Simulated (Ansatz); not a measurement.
# CuPd: stress in a strained cell

CuPd is deformed so: equal xy, yz and zx engineering shear strains of +1 %. What stress and forces result, by LAPW, PAW and all-electron datasets made for the crystal?

Program: Ansatz 0.2.0. Level of theory: DFT PBEsol, scalar-relativistic. These are calculated values, not measurements.

## 1. The starting structure

The structure is cubic, space group Pm-3m (No. 221). Conventional cell: a = 2.988 Å, b = 2.988 Å, c = 2.988 Å, α = 90.00°, β = 90.00°, γ = 90.00°. Cu (site symmetry m-3m) has 8 Pd at 2.59 Å as nearest neighbours. Pd (site symmetry m-3m) is surrounded by 8 Cu at 2.59 Å.

As a file:

```
Cu Pd
1.0
     2.98800    0.00000    0.00000
     0.00000    2.98800    0.00000
     0.00000    0.00000    2.98800
Cu Pd
1 1
Direct
  0.00000 0.00000 0.00000
  0.50000 0.50000 0.50000
```

Atoms are numbered in the order of the input: Cu1, Pd2.

## 2. The deformed structure

Space group Pm-3m before, R-3m after.

## 3. LAPW, all electrons

input.yaml reads:

```yaml
crystal:
  lattice:
    - [2.988, 0.01494, 0.01494]
    - [0.01494, 2.988, 0.01494]
    - [0.01494, 0.01494, 2.988]
  atoms:
    - { symbol: Cu, position: [0.0, 0.0, 0.0] }
    - { symbol: Pd, position: [0.5, 0.5, 0.5] }
kpoints:
  mp_grid: { grid: [14, 14, 14] }
  band_path:
    path:
      - [0.0, 0.0, 0.0]
      - [0.5, 0.5, 0.5]
      - [0.5098274679, 0.4901725321, 0.5]
      - [0.5, -0.4901725321, 0.4901725321]
      - [0.5, 0.0, 0.0]
      - [0.0, 0.0, 0.0]
      - [0.4950862661, -0.4950862661, 0.0]
      - [0.5049137339, 0.0, 0.4950862661]
      - [0.5, 0.0, 0.5]
    npoints: 5
scf:
  occupations: { method: fermi_dirac, width: 0.05 }
hamiltonian:
  xc: pbesol
  pseudopotentials: { kind: all_electron, lapw: { basis_error: 0.00025 } }
output:
  forces: true
  stress: true
  eigenvalues: true
```

Command:

```sh
$ ansatz run input.yaml --threads 1 --pin off --max-ram 3072MiB --backend cpu --events-out ev --progress --plain --runs-dir out
```

## 4. Frozen-core PAW

input.yaml reads:

```yaml
crystal:
  lattice:
    - [2.988, 0.01494, 0.01494]
    - [0.01494, 2.988, 0.01494]
    - [0.01494, 0.01494, 2.988]
  atoms:
    - { symbol: Cu, position: [0.0, 0.0, 0.0] }
    - { symbol: Pd, position: [0.5, 0.5, 0.5] }
kpoints:
  mp_grid: { grid: [14, 14, 14] }
scf:
  occupations: { method: fermi_dirac, width: 0.05 }
hamiltonian:
  xc: pbesol
  pseudopotentials: { kind: paw }
output:
  forces: true
  stress: true
  eigenvalues: true
  efg: { contact_densities: true }
```

## 5. All-electron PAW on datasets made for the crystal

input.yaml, as its differences from that of step 4:

```diff
@@ -14,3 +14,3 @@
   xc: pbesol
-  pseudopotentials: { kind: paw }
+  pseudopotentials: { kind: all_electron, datasets: crystal }
 output:
```

(Steps that only read results are left out.)

Before running it: what results should come out? Wanted: pressure; largest shear or deviatoric stress.

**Answer**, as computed:

| quantity | value |
| --- | --- |
| pressure | LAPW -4.55, PAW -4.52, crystal datasets -4.55 GPa |
| largest shear or deviatoric stress (LAPW) | 0.90 GPa |

In words: The largest part of the stress beyond the pressure is 0.90 GPa in size; the atoms are carried along and not relaxed. No run of the undeformed cell stands beside it, so the pressure holds what the given cell had before the change. PAW: stress within 0.03 GPa of LAPW. Crystal datasets: stress within 0.01 GPa of LAPW.
